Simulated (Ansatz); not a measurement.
# CH9BrInSbSiSn: small, medium and large basis sets

An exercise on one series of results from a longer session: the logs are not shown, and one member is left open.

Computed with Ansatz 0.2.0, Gaussian basis. Level: one geometry, several basis sets.

The runs, in order: PBE0-D4/def2-SVP; ωB97M-V/def2-SVP; PBE0-D4/def2-QZVPP; ωB97M-V/def2-QZVPP; the functionals' def2-TZVPP values are taken from earlier runs.

## The geometry

The geometry comes from an earlier relaxation with PBE0-D4 in a triple-zeta def2 set; it is a stationary point, not always the lowest conformer. In, Sn, Sb take the def2 core potential; no spin-orbit term is included.

SMILES `Br[SiH2][CH]([InH2])[SnH2][SbH2]`, 15 atoms, charge 0, spin multiplicity 1.

Atoms are counted from 1 here; the program's logs count them from 0.

Bond lengths: Br1–Si2 2.251 Å, Si2–C3 1.829 Å, Si2–H7 1.487 Å, Si2–H8 1.486 Å, C3–In4 2.200 Å, C3–Sn5 2.148 Å, C3–H9 1.096 Å, In4–H10 1.723 Å, In4–H11 1.719 Å, Sn5–Sb6 2.818 Å, Sn5–H12 1.710 Å, Sn5–H13 1.712 Å, Sb6–H14 1.734 Å, Sb6–H15 1.711 Å. Angles: Br1–Si2–C3 107.4°, Br1–Si2–H7 104.9°, Br1–Si2–H8 105.6°, C3–Si2–H7 115.1°, C3–Si2–H8 114.1°, H7–Si2–H8 108.9°, Si2–C3–In4 112.6°, Si2–C3–Sn5 112.1°, Si2–C3–H9 110.9°, In4–C3–Sn5 104.9°, In4–C3–H9 108.5°, Sn5–C3–H9 107.5°, C3–In4–H10 114.7°, C3–In4–H11 118.4°, H10–In4–H11 125.9°, C3–Sn5–Sb6 104.1°, C3–Sn5–H12 109.9°, C3–Sn5–H13 112.7° and more.

The first run:

in.yaml

```yaml
crystal:
  periodic: [false, false, false]
  atoms:
    - {symbol: Br, position_ang: [-1.611429, -2.098312, 1.001446]}
    - {symbol: Si, position_ang: [0.625586, -1.855375, 1.074716]}
    - {symbol: C, position_ang: [1.029661, -0.263241, 0.271382]}
    - {symbol: In, position_ang: [0.521378, -0.244366, -1.869485]}
    - {symbol: Sn, position_ang: [-0.079059, 1.371934, 1.115767]}
    - {symbol: Sb, position_ang: [-2.442536, 1.461915, -0.415824]}
    - {symbol: H, position_ang: [0.973384, -1.938896, 2.517848]}
    - {symbol: H, position_ang: [1.179174, -3.044804, 0.377224]}
    - {symbol: H, position_ang: [2.095340, -0.030223, 0.378809]}
    - {symbol: H, position_ang: [1.029195, 1.166401, -2.717609]}
    - {symbol: H, position_ang: [-0.069399, -1.692903, -2.582663]}
    - {symbol: H, position_ang: [0.812028, 2.822754, 0.955802]}
    - {symbol: H, position_ang: [-0.474024, 1.122599, 2.762779]}
    - {symbol: H, position_ang: [-1.706023, 0.403017, -1.575383]}
    - {symbol: H, position_ang: [-1.883286, 2.819500, -1.294818]}
basis:
  gaussian: {orbitals: def2-SVP}
hamiltonian: {xc: pbe0, dispersion: d4}
output: {orbitals: {seedname: orbitals}}
```

Command:

```bash
$ ansatz run in.yaml --threads 4 --pin off --events-out ev --progress --plain --max-ram 66560MiB --backend cpu
```

Among the steps run: PBE0-D4 in def2-SVP; ωB97M-V in def2-SVP; PBE0-D4 in def2-QZVPP; ωB97M-V in def2-QZVPP.

One table of the session follows, with a row left open; its other results are not shown here.

It belongs to the step «Functionals by basis». 

| functional | basis | HOMO (eV) | LUMO (eV) |
| --- | --- | --- | --- |
| PBE0-D4 | def2-SVP | -7.15 | -1.79 |
| PBE0-D4 | def2-TZVPP | -7.18 | -1.86 |
| PBE0-D4 | def2-QZVPP | ? | ? |
| ωB97M-V | def2-SVP | -9.04 | -0.09 |
| ωB97M-V | def2-TZVPP | -9.11 | -0.27 |
| ωB97M-V | def2-QZVPP | -9.10 | -0.31 |

**Question.** Estimate the row for PBE0-D4, def2-QZVPP.

**Answer.** HOMO (eV): -7.19; LUMO (eV): -1.87. In the column «HOMO (eV)» it lies between ωB97M-V, def2-SVP (-9.04) and PBE0-D4, def2-TZVPP (-7.18).
